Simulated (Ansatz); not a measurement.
**C6H18N2O2Zr: basis-set convergence**

One table from this session's results is given with a row withheld; the runs are named, their logs left out.

Method: one geometry, several basis sets; program: Ansatz 0.2.0, Gaussian basis.

The runs, in order: PBE0-D4/def2-SVP; ωB97M-V/def2-SVP; PBE0-D4/def2-QZVPP; ωB97M-V/def2-QZVPP; the functionals' def2-TZVPP values are taken from earlier runs.

## The geometry

An earlier PBE0-D4 in a triple-zeta def2 set relaxation fixed the geometry. Zr takes the def2 core potential; no spin-orbit term is included.

SMILES `CC[N](C)[Zr]([OH])([OH])[N](C)CC`, 29 atoms, charge 0, spin multiplicity 1.

Atoms are counted from 1 here; the program's logs count them from 0.

Bond lengths: C1–C2 1.523 Å, C1–H12 1.093 Å, C1–H13 1.093 Å, C1–H14 1.092 Å, C2–N3 1.447 Å, C2–H15 1.095 Å, C2–H16 1.103 Å, N3–C4 1.444 Å, N3–Zr5 2.046 Å, C4–H17 1.095 Å, C4–H18 1.098 Å, C4–H19 1.101 Å, Zr5–O6 1.947 Å, Zr5–O7 1.947 Å, Zr5–N8 2.046 Å, O6–H20 0.953 Å, O7–H21 0.953 Å, N8–C9 1.444 Å and more. Angles: C2–C1–H12 110.5°, C2–C1–H13 110.6°, C2–C1–H14 111.8°, H12–C1–H13 108.2°, H12–C1–H14 107.5°, H13–C1–H14 108.0°, C1–C2–N3 114.5°, C1–C2–H15 108.9°, C1–C2–H16 108.9°, N3–C2–H15 108.4°, N3–C2–H16 109.4°, H15–C2–H16 106.3°, C2–N3–C4 114.0°, C2–N3–Zr5 126.3°, C4–N3–Zr5 119.7°, N3–C4–H17 110.5°, N3–C4–H18 113.2°, N3–C4–H19 111.3° and more.

The first run:

The input, in.yaml:

```yaml
crystal:
  periodic: [false, false, false]
  atoms:
    - {symbol: C, position_ang: [-3.398535, 1.983941, -1.084780]}
    - {symbol: C, position_ang: [-2.581533, 1.384736, 0.052070]}
    - {symbol: N, position_ang: [-1.519948, 0.498313, -0.373767]}
    - {symbol: C, position_ang: [-1.985449, -0.749966, -0.931632]}
    - {symbol: Zr, position_ang: [0.487932, 0.873934, -0.263189]}
    - {symbol: O, position_ang: [0.659905, 2.405255, 0.927058]}
    - {symbol: O, position_ang: [1.327484, 1.154336, -1.997496]}
    - {symbol: N, position_ang: [1.330481, -0.838059, 0.474643]}
    - {symbol: C, position_ang: [0.726761, -1.505957, 1.604031]}
    - {symbol: C, position_ang: [2.526856, -1.484412, -0.020367]}
    - {symbol: C, position_ang: [3.727281, -1.391341, 0.911992]}
    - {symbol: H, position_ang: [-4.165719, 2.656778, -0.692590]}
    - {symbol: H, position_ang: [-2.755704, 2.554466, -1.760002]}
    - {symbol: H, position_ang: [-3.904750, 1.213496, -1.670499]}
    - {symbol: H, position_ang: [-2.138596, 2.196741, 0.637813]}
    - {symbol: H, position_ang: [-3.259286, 0.844686, 0.733930]}
    - {symbol: H, position_ang: [-1.141617, -1.418064, -1.134086]}
    - {symbol: H, position_ang: [-2.530767, -0.624771, -1.876681]}
    - {symbol: H, position_ang: [-2.653844, -1.276108, -0.232569]}
    - {symbol: H, position_ang: [1.064660, 2.899104, 1.634168]}
    - {symbol: H, position_ang: [1.327588, 1.384745, -2.921950]}
    - {symbol: H, position_ang: [1.352996, -1.482278, 2.505943]}
    - {symbol: H, position_ang: [-0.227274, -1.034830, 1.863227]}
    - {symbol: H, position_ang: [0.514764, -2.562404, 1.377641]}
    - {symbol: H, position_ang: [2.788961, -1.034041, -0.983245]}
    - {symbol: H, position_ang: [2.312812, -2.546937, -0.223261]}
    - {symbol: H, position_ang: [3.983609, -0.346368, 1.104322]}
    - {symbol: H, position_ang: [4.597553, -1.880913, 0.466972]}
    - {symbol: H, position_ang: [3.533397, -1.874103, 1.872335]}
basis:
  gaussian: {orbitals: def2-SVP}
hamiltonian: {xc: pbe0, dispersion: d4}
output: {orbitals: {seedname: orbitals}}
```

Started as:

```console
$ ansatz run in.yaml --threads 11 --pin off --events-out ev --progress --plain --max-ram 174080MiB --backend cpu
```

Among the steps run: PBE0-D4 in def2-SVP; ωB97M-V in def2-SVP; PBE0-D4 in def2-QZVPP; ωB97M-V in def2-QZVPP.

One of the session's tables, all rows but one given; the rest of the session is left out.

It belongs to the step «Density functionals: the series». 

```
functional       basis  HOMO (eV)  LUMO (eV)
   PBE0-D4    def2-SVP          ?          ?
   PBE0-D4  def2-TZVPP      -5.79       0.06
   PBE0-D4  def2-QZVPP      -5.81      -0.06
   ωB97M-V    def2-SVP      -7.91       1.37
   ωB97M-V  def2-TZVPP      -8.04       0.99
   ωB97M-V  def2-QZVPP      -8.06       0.65
```

**Question.** Estimate the row for PBE0-D4, def2-SVP.

As computed: HOMO (eV): -5.67; LUMO (eV): 0.27. In the column «HOMO (eV)» it is the highest.
